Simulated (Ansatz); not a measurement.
# HF/3-21G run of C2H5BO (SMILES B1CCO1)

Aim: the vertical singlet–triplet gap of C2H5BO at HF/3-21G, from 2 runs. 

The results are computed with Ansatz 0.2.0.

68 further runs of the same task are left out: 68 set aside as unsound or not needed.

### Step 1. The molecule

C2H5BO: 9 atoms, total charge 0, spin state singlet. As SMILES, `B1CCO1`. Geometry: relaxed at PBE0-D4/def2-TZVP.

Bond lengths: B1–C2 1.580 Å, C2–C3 1.533 Å, B1–O4 1.364 Å, C3–O4 1.455 Å, B1–H5 1.195 Å, C2–H6 1.091 Å, C2–H7 1.091 Å, C3–H8 1.092 Å, C3–H9 1.092 Å. Some angles: B1–C2–C3 80.2°, C2–B1–O4 95.4°, C2–C3–O4 93.7°, B1–O4–C3 90.7°, B1–C2–H6 117.4°, B1–C2–H7 117.4°, C3–C2–H6 115.4°, C3–C2–H7 115.4°, C2–B1–H5 139.9°, O4–B1–H5 124.7°.

### Step 2. A single-point energy at HF/3-21G

The input, run.yaml:

```yaml
crystal:
  periodic: [false, false, false]
  atoms:
    - symbol: B
      position_ang: [-0.402600, 0.301700, -1.082000]
    - symbol: C
      position_ang: [0.506000, 0.617000, 0.171000]
    - symbol: C
      position_ang: [-0.098600, -0.719600, 0.617700]
    - symbol: O
      position_ang: [-0.884800, -0.878500, -0.596200]
    - symbol: H
      position_ang: [-0.697000, 0.772800, -2.139500]
    - symbol: H
      position_ang: [0.236300, 1.479000, 0.782200]
    - symbol: H
      position_ang: [1.586200, 0.614100, 0.021000]
    - symbol: H
      position_ang: [-0.757600, -0.681300, 1.487200]
    - symbol: H
      position_ang: [0.600600, -1.551500, 0.721500]
basis:
  gaussian:
    orbitals: 3-21G.json
accuracy: high
output: {orbitals: {seedname: orbitals}}
hamiltonian:
  xc: hf
```

The basis set 3-21G is read from a file made from the Basis Set Exchange's data (not shown).

The run is started by

```console
ansatz run run.yaml --threads 1 --pin off --max-ram 3480MiB --events-out events.jsonl --progress --plain --runs-dir runs
```

What it wrote:

```text
Warning: RAYON_NUM_THREADS=1 ignored (pool sized by the plan → 1); use --threads N
Functional definition: HF
  name "HF"
  exchange = exact_x
  correlation = 0
1116 factors; integrals over basis functions are off by at most 3.5e-9 eV
mean field evaluation 1: about -4820.1739 eV, gradient 2.8e1 eV
mean field evaluation 2: about -4820.1584 eV, gradient 2.8e1 eV
mean field evaluation 4: about -4822.0201 eV, gradient 2.9e0 eV
mean field evaluation 8: about -4822.0441 eV, gradient 7.4e-5 eV
mean field -4822.04409671 eV, -177.2068520553 hartree, gradient 1.9e-8 eV, S^2 0.000000; 0 other end points of the search recorded, 0 dependent functions left out
reference -4822.04409671 eV, -177.2068520553 hartree; 15, 15 occupied and 31, 31 virtual orbitals, 1116 factors
Total energy: -4822.04409671 eV, -177.2068520553 hartree
```

Run time: 0.4 s. Hardware: 1 thread of Arm Neoverse V2, shared host; peak memory 0.096 GiB.

### Step 3. The triplet at the same level

The input, in.yaml:

```yaml
crystal:
  periodic: [false, false, false]
  atoms:
    - {symbol: B, position_ang: [-0.402600, 0.301700, -1.082000]}
    - {symbol: C, position_ang: [0.506000, 0.617000, 0.171000]}
    - {symbol: C, position_ang: [-0.098600, -0.719600, 0.617700]}
    - {symbol: O, position_ang: [-0.884800, -0.878500, -0.596200]}
    - {symbol: H, position_ang: [-0.697000, 0.772800, -2.139500]}
    - {symbol: H, position_ang: [0.236300, 1.479000, 0.782200]}
    - {symbol: H, position_ang: [1.586200, 0.614100, 0.021000]}
    - {symbol: H, position_ang: [-0.757600, -0.681300, 1.487200]}
    - {symbol: H, position_ang: [0.600600, -1.551500, 0.721500]}
basis:
  gaussian:
    orbitals: 3-21G.json
magnetization:
  spin_polarized: true
  initial_magnetization: 2
hamiltonian:
  xc: hf
accuracy: high
output: {orbitals: {seedname: orbitals}}
```

The basis set 3-21G is read from a file made from the Basis Set Exchange's data (not shown).

The run is started by

```console
ansatz run in.yaml --threads 1 --pin off --max-ram 3480MiB --events-out events.jsonl --progress --plain --runs-dir runs
```

What it wrote, shortened:

```text
Warning: RAYON_NUM_THREADS=1 ignored (pool sized by the plan → 1); use --threads N
Functional definition: HF
  name "HF"
[...]
1116 factors; integrals over basis functions are off by at most 3.5e-9 eV
[...]
mean field -4816.12155017 eV, -176.9892024844 hartree, gradient 7.3e-8 eV, S^2 2.021243; 4 other end points of the search recorded, 0 dependent functions left out
reference -4816.12155017 eV, -176.9892024844 hartree; 16, 14 occupied and 30, 32 virtual orbitals, 1116 factors
Total energy: -4816.12155017 eV, -176.9892024844 hartree
```

It took 1.9 s on 1 thread of Arm Neoverse V2, shared host; peak memory 0.13 GiB.

### Step 4. Summary of results

At HF/3-21G:

```
                                        quantity          value
                           singlet: total energy  -177.20685 Eh
                            singlet: HOMO energy      -11.76 eV
                            singlet: LUMO energy        4.13 eV
                          singlet: HOMO–LUMO gap       15.89 eV
                           triplet: total energy  -176.98920 Eh
     triplet: HOMO energy (highest over α and β)       -5.39 eV
      triplet: LUMO energy (lowest over α and β)       -0.44 eV
                                   triplet: ⟨S²⟩          2.021
vertical energy of the triplet above the singlet       5.923 eV
```

In words: At this shape the triplet lies 5.92 eV (137 kcal/mol) above the singlet.
